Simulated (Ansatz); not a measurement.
# InPd: how the settings move a single-point run

Question: which choices in the input matter for InPd?

Program: Ansatz 0.2.0. Level of theory: reference: DFT, PBEsol, PAW with Ansatz's default frozen-core files, scalar-relativistic; levels and slopes on a fine mesh, independent-particle optical spectra. These are calculated values, not measurements.

1 further run of the same task is left out (set aside as unsound or not needed).

## Step 1: The starting structure

Symmetry: Pm-3m, No. 221, cubic system. Conventional cell: a = 3.249 Å, b = 3.249 Å, c = 3.249 Å, α = 90.00°, β = 90.00°, γ = 90.00°. In (site symmetry m-3m) is surrounded by 8 Pd at 2.81 Å. Pd (site symmetry m-3m) has 8 In at 2.81 Å as nearest neighbours.

Structure file:

```xyz
2
Lattice="3.2487 0.0000 0.0000 0.0000 3.2487 0.0000 0.0000 0.0000 3.2487" Properties=species:S:1:pos:R:3 pbc="T T T"
In    0.0000    0.0000    0.0000
Pd    1.6244    1.6244    1.6244
```

## Step 2: Baseline

The input, input.yaml:

```yaml
crystal:
  lattice:
    - [3.24871087715, 0.0, 0.0]
    - [0.0, 3.24871087715, 0.0]
    - [0.0, 0.0, 3.24871087715]
  atoms:
    - { symbol: In, position: [0.0, 0.0, 0.0] }
    - { symbol: Pd, position: [0.5, 0.5, 0.5] }
kpoints:
  mp_grid: { grid: [10, 10, 10] }
scf:
  occupations: { method: fermi_dirac, width: 0.1 }
hamiltonian:
  xc: pbesol
  pseudopotentials: { kind: paw }
output:
  forces: true
  stress: true
  eigenvalues: true
  eigenstates:
    nscf_kmesh: { grid: [16, 16, 16] }
    de_dk: true
    e_range: [-14, 14]
  optics:
    e_range: [0, 20]
    de: 0.2
    sigma: 0.1
    bands: { spectra_wanted_up_to: 20 }
    nscf_kmesh: { grid: [16, 16, 16] }
    drude_damping: 0.1
checkpoint:
  write: ck
  write_wavefunctions: false
```

Run with:

```
$ ansatz run input.yaml --threads 1 --pin off --max-ram 3072MiB --backend cpu --events-out ev --progress --plain --runs-dir out
```

## Step 3: Changing settings: preconditioner kerker, ecutwfc 36.7 Ry

Edit input.yaml of step 2 so:

```diff
@@ -12,2 +12,3 @@
   occupations: { method: fermi_dirac, width: 0.1 }
+  mixing: { preconditioner: kerker }
 hamiltonian:
@@ -33 +34,3 @@
   write_wavefunctions: false
+basis:
+  ecutwfc: "36.7 Ry"
```

**Question.** What will these runs give? Wanted: for each run, ending; energy change; pressure; gap; force.

As calculated:

| run | ending | energy change | pressure (GPa) | gap (eV) | force (eV/Å) | cycles | time |
| --- | --- | --- | --- | --- | --- | --- | --- |
| reference | converged | 0 | 0.0 | 0.00 | 0.00 | - | 84 s |
| 1: preconditioner kerker, ecutwfc 36.7 Ry | converged | -1.4 meV/atom | 0.0 | 0.00 | 0.00 | 8 | 98 s |

Residual by cycle in the longest SCF loop of each run; runs are numbered as in the table. The quantity is the density residual dr2, in eV.

| cycle | reference | run 1 |
| --- | --- | --- |
| 1 | 0.0254 | 0.0257 |
| 2 | 0.00699 | 4.9e-4 |
| 3 | 7.2e-5 | 8.6e-5 |
| 4 | 7.1e-6 | 3.2e-6 |
| 5 | 1.2e-7 | 1.2e-7 |
| 6 | 8.7e-10 | 1.0e-8 |
| 7 | 3.6e-12 | 4.2e-10 |
| 8 | - | 3.6e-12 |

Changing the mixing and cutoff moves the energy by -1.4 meV/atom.
